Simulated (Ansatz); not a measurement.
**Ta: a tetragonal deformation path**

The task here is to estimate one member of a computed series from the others.

Method: DFT r2SCAN, scalar-relativistic, plane waves, PAW, in Ansatz 0.2.0.

## The structure to begin with

The structure is cubic, space group Fm-3m (No. 225). Conventional cell: a = 4.220 Å, b = 4.220 Å, c = 4.220 Å, α = 90.00°, β = 90.00°, γ = 90.00°. Ta (site symmetry m-3m) has 12 Ta at 2.98 Å as nearest neighbours.

Coordinates:

```cif
data_structure
_symmetry_space_group_name_H-M 'Fm-3m'
_symmetry_Int_Tables_number 225
_cell_length_a 4.2200
_cell_length_b 4.2200
_cell_length_c 4.2200
_cell_angle_alpha 90.000
_cell_angle_beta 90.000
_cell_angle_gamma 90.000
_cell_volume 75.15
loop_
_atom_site_label
_atom_site_type_symbol
_atom_site_symmetry_multiplicity
_atom_site_Wyckoff_symbol
_atom_site_fract_x
_atom_site_fract_y
_atom_site_fract_z
_atom_site_occupancy
Ta1 Ta 4 a 0.00000 0.00000 0.00000 1
```

No relaxation comes first: the listed cell is the starting point.

## The reference cell

Reference values: F = -9944.0810 eV; pressure -1.66 GPa; largest force 0.000 eV/Å; gap on the mesh none (metal). It was computed beforehand with the settings of the runs below.

Set-up of the first run:

At fixed volume and fractional coordinates, lengths along (0.000, 0.000, 1.000) are scaled against those across it; ρ is that ratio over its starting value.

Contents of input.yaml:

```yaml
crystal:
  lattice:
    - [0.0, 2.3685141521, 1.6745395056]
    - [2.3685141521, 0.0, 1.6745395056]
    - [2.3685141521, 2.3685141521, 0.0]
  atoms:
    - { symbol: Ta, position: [0.0, 0.0, 0.0] }
basis:
  ecutwfc: 500
kpoints:
  mp_grid: { grid: [22, 22, 22] }
hamiltonian:
  xc: r2scan
scf:
  occupations: { method: gaussian, width: 0.15 }
output:
  forces: true
  stress: true
  eigenvalues: true
```

Launch:

```
> ansatz run input.yaml --threads 1 --pin off --max-ram 2560MiB --backend cpu --events-out ev --progress --plain --runs-dir out
```

Steps of the session up to this table: ρ = 0.707; ρ = 1.414; At ρ = 0.850; Point ρ = 1.200; At ρ = 0.780; Point ρ = 1.300; Point ρ = 0.920; At ρ = 1.100; ρ = 0.650; Point ρ = 1.500; Point ρ = 0.960; At ρ = 1.050.

One table of the session follows, with a row left open; its other results are not shown here.

The scan, with free energies counted from the undisturbed cell:

| ρ | ΔE (meV/atom) | pressure (GPa) |
| --- | --- | --- |
| 0.650 | -203.9 | -6.8 |
| 0.707 | -227.5 | -7.4 |
| 0.780 | -193.4 | -6.7 |
| 0.850 | ? | ? |
| 0.920 | -37.0 | -2.8 |
| 0.960 | -8.0 | -2.0 |
| 1.000 | 0.0 | -1.7 |
| 1.050 | -9.5 | -2.1 |
| 1.100 | -34.6 | -2.9 |
| 1.200 | -74.9 | -4.1 |
| 1.300 | -42.4 | -3.8 |
| 1.414 | 104.5 | -1.5 |
| 1.500 | 279.3 | 1.6 |

**Question.** Estimate the row for ρ = 0.850.

Worked estimate for «ΔE (meV/atom)». A straight line through the neighbours (0.780, -193.4) and (0.920, -37.0) gives -193.4 + (-37.0 + 193.4) × (0.850 − 0.780) / (0.920 − 0.780) = -115.2; a parabola fitted to 4 rows on both sides gives -125.1.

As computed: ΔE (meV/atom): -118.3; pressure (GPa): -4.8. In «ΔE (meV/atom)» the line misses by +3.1 and the parabola by -6.8.
